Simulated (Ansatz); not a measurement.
# Cs2AgBiBr6: the cost of one run

Method: DFT, levels as named, plane waves, PAW, in Ansatz 0.2.0.

## (1) The structure to begin with

Symmetry: Fm-3m, No. 225, cubic system. The conventional cell has a = 11.232 Å, b = 11.232 Å, c = 11.232 Å, α = 90.00°, β = 90.00°, γ = 90.00°. Cs (site symmetry -43m) has 12 Br at 3.97 Å as nearest neighbours. Ag (site symmetry m-3m) has 6 Br at 2.80 Å as nearest neighbours. Around Bi (site symmetry m-3m) lie 6 Br at 2.81 Å. Br (site symmetry 4mm) is surrounded by 1 Ag at 2.80 Å and 1 Bi at 2.81 Å and 4 Cs at 3.97 Å.

As a file:

```cif
data_structure
_symmetry_space_group_name_H-M 'P 1'
_symmetry_Int_Tables_number 1
_cell_length_a 7.9424
_cell_length_b 7.9424
_cell_length_c 7.9424
_cell_angle_alpha 60.000
_cell_angle_beta 60.000
_cell_angle_gamma 60.000
_cell_volume 354.27
loop_
_atom_site_label
_atom_site_type_symbol
_atom_site_fract_x
_atom_site_fract_y
_atom_site_fract_z
_atom_site_occupancy
Cs1 Cs 0.25000 0.25000 0.25000 1
Cs2 Cs 0.75000 0.75000 0.75000 1
Ag1 Ag 0.50000 0.50000 0.50000 1
Bi1 Bi 0.00000 0.00000 0.00000 1
Br1 Br 0.25055 0.74945 0.25055 1
Br2 Br 0.25055 0.74945 0.74945 1
Br3 Br 0.74945 0.25055 0.74945 1
Br4 Br 0.74945 0.25055 0.25055 1
Br5 Br 0.25055 0.25055 0.74945 1
Br6 Br 0.74945 0.74945 0.25055 1
```

## (2) Relaxation with PBE

Contents of input.yaml:

```yaml
crystal:
  lattice:
    - [0.0, 5.6161, 5.6161]
    - [5.6161, 0.0, 5.6161]
    - [5.6161, 5.6161, 0.0]
  atoms:
    - { symbol: Cs, position: [0.25, 0.25, 0.25] }
    - { symbol: Cs, position: [0.75, 0.75, 0.75] }
    - { symbol: Ag, position: [0.5, 0.5, 0.5] }
    - { symbol: Bi, position: [0.0, 0.0, 0.0] }
    - { symbol: Br, position: [0.25055, 0.74945, 0.25055] }
    - { symbol: Br, position: [0.25055, 0.74945, 0.74945] }
    - { symbol: Br, position: [0.74945, 0.25055, 0.74945] }
    - { symbol: Br, position: [0.74945, 0.25055, 0.25055] }
    - { symbol: Br, position: [0.25055, 0.25055, 0.74945] }
    - { symbol: Br, position: [0.74945, 0.74945, 0.25055] }
  symmetry: { tolerance: 0.0003 }
hamiltonian:
  xc: pbe
  pseudopotentials: { kind: paw, azcp: { folder: soft_1 } }
basis:
  ecutwfc: 420
magnetization:
  spin_polarized: false
scf:
  occupations: { method: fermi_dirac, width: 0.02 }
kpoints:
  mp_grid: { grid: [4, 4, 4], shift: [0, 0, 0] }
output:
  forces: true
  stress: true
  eigenvalues: true
relax:
  max_steps: 60
  cell: {}
```

On the command line:

```sh
> ansatz run input.yaml --threads 4 --pin off --max-ram 10240MiB --backend cpu --events-out ev --progress --plain --runs-dir out
```

**Question.** How long does this run take on 4 threads of Intel Xeon Platinum 8488C (Sapphire Rapids), shared host, and how much memory does it need?

About 12 s, with a peak of 1 GiB.
